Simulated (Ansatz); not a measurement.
# Si (hcp): the cost of one run

Program: Ansatz 0.2.0. Level of theory: DFT r2SCAN, scalar-relativistic, plane waves, PAW. These are calculated values, not measurements.

This is Si in the hcp structure; at room conditions it is diamond.

**1. The system as given**

It takes space group P6_3/mmc (No. 194, hexagonal). Conventional cell: a = 2.510 Å, b = 2.510 Å, c = 4.150 Å, α = 90.00°, β = 90.00°, γ = 120.00°. Around Si (site symmetry -6m2) lie 12 Si at 2.51 to 2.53 Å.

As a file:

```
Si
1.0
     2.51000    0.00000    0.00000
    -1.25500    2.17372    0.00000
     0.00000    0.00000    4.15000
Si
2
Direct
  0.33333 0.66667 0.25000
  0.66667 0.33333 0.75000
```

**2. Cell and atoms relaxed at 35 GPa**

Input file input.yaml:

```yaml
crystal:
  lattice:
    - [2.51, 0.0, 0.0]
    - [-1.255, 2.1737237635, 0.0]
    - [0.0, 0.0, 4.15]
  atoms:
    - { symbol: Si, position: [0.3333333333, 0.6666666667, 0.25] }
    - { symbol: Si, position: [0.6666666667, 0.3333333333, 0.75] }
scf:
  occupations: { method: gaussian, width: 0.05 }
output:
  forces: true
  stress: true
  eigenvalues: true
  write_density: true
  write_potential: true
  elf: true
  volumetric_format: npy
hamiltonian:
  xc: r2scan
basis:
  ecutwfc: 450
kpoints:
  mp_grid: { grid: [18, 18, 11] }
relax:
  f_tol: 0.003
  max_steps: 60
  cell: { stress_tol: 0.03, p_target: 35 }
```

Command:

```bash
ansatz run input.yaml --threads 1 --pin off --max-ram 2867MiB --backend cpu --events-out ev --progress --plain --runs-dir out
```

What time and memory should one allow on 1 thread of Intel Xeon at 2.30GHz, shared host?

About 29 s, with a peak of 0.4 GiB.
